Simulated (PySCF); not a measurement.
# C₃H₇FGe: electronic excitations and core binding energies

Aim: predict the electronic excitations and core binding energies of C₃H₇FGe (`[F][GeH]1[CH2]C[CH2]1`).

The runs use PySCF 2.14.0, with density-fitted response routines of our own; the level of theory stands in each step. All values are computed, except where a source is named. Atoms are numbered from 0 throughout.

**1. Starting geometry**

12 atoms, charge 0, multiplicity 1; geometry from: GFN2-xTB.

Bonds of the start (Å): F0–Ge1 1.78, Ge1–C2 2.01, C2–C3 1.54, C3–C4 1.54, C4–Ge1 2.01, Ge1–H5 1.53, C2–H6 1.09, C2–H7 1.09, C3–H8 1.09, C3–H9 1.09, C4–H10 1.09, C4–H11 1.09.

**2. TDDFT and polarisability: CAM-B3LYP/def2-SVPD**

Job settings and geometry (Å):

```
{"job": {"kind": "uv", "xc": "CAM-B3LYP", "basis": "def2-SVPD", "nstates": 8, "ntriplets": 3}, "charge": 0, "multiplicity": 1}
F     -0.387577     1.818578    -2.065051
Ge    -0.447535     1.265074    -0.375275
C     -1.028171    -0.645975    -0.174730
C      0.277472    -0.935004     0.591386
C      1.185384     0.245404     0.194346
H     -1.057820     2.514716     0.268262
H     -1.040093    -1.134820    -1.148013
H     -1.933054    -0.919792     0.359992
H      0.089572    -0.911809     1.664893
H      0.709244    -1.904349     0.345442
H      1.837078     0.598997     0.988307
H      1.796698     0.008296    -0.675587
```

With the program's defaults for keys left out, this is: TDDFT CAM-B3LYP/def2-SVPD, vertical, gas phase, core orbitals frozen in the response.

The run is started by

```bash
> OMP_NUM_THREADS=1 python probes_run.py task.json out
```

One launch serves the whole session: the jobs run in the order shown.

**Question.** This job is followed by: delta-SCF UKS SCAN, pcX-2 on the ionised atom, pcseg-1 elsewhere, spin-free X2C. Predict these results of the whole session: lowest singlet (CAM-B3LYP/def2-SVPD); brightest single state of those computed; lowest triplet; C1s binding energies, SCAN/pcX-2; F1s binding energies, SCAN/pcX-2.

**Answer**, as computed:

```
                                quantity                        value
    lowest singlet (CAM-B3LYP/def2-SVPD)  6.75 eV (184 nm), f = 0.003
brightest single state of those computed  state 8, 8.41 eV, f = 0.304
                          lowest triplet                      6.42 eV
        C1s binding energies, SCAN/pcX-2      C3 290.82, C2 290.23 eV
        F1s binding energies, SCAN/pcX-2                 F0 690.57 eV
```

**Reading.** The lowest singlet, at 6.75 eV, is HOMO→LUMO 0.89 and is weak; of the 8 states computed, the strongest absorption comes from state 8 at 8.41 eV (the last computed, so partners may be missing). The lowest triplet lies 0.33 eV below the lowest singlet (triplets in Tamm-Dancoff, singlets in full TDDFT). The C1s levels kept as sound span 0.59 eV, from C2 (sp3 CH2 bonded to Ge) up to C3 (sp3 CH2 in a ring).
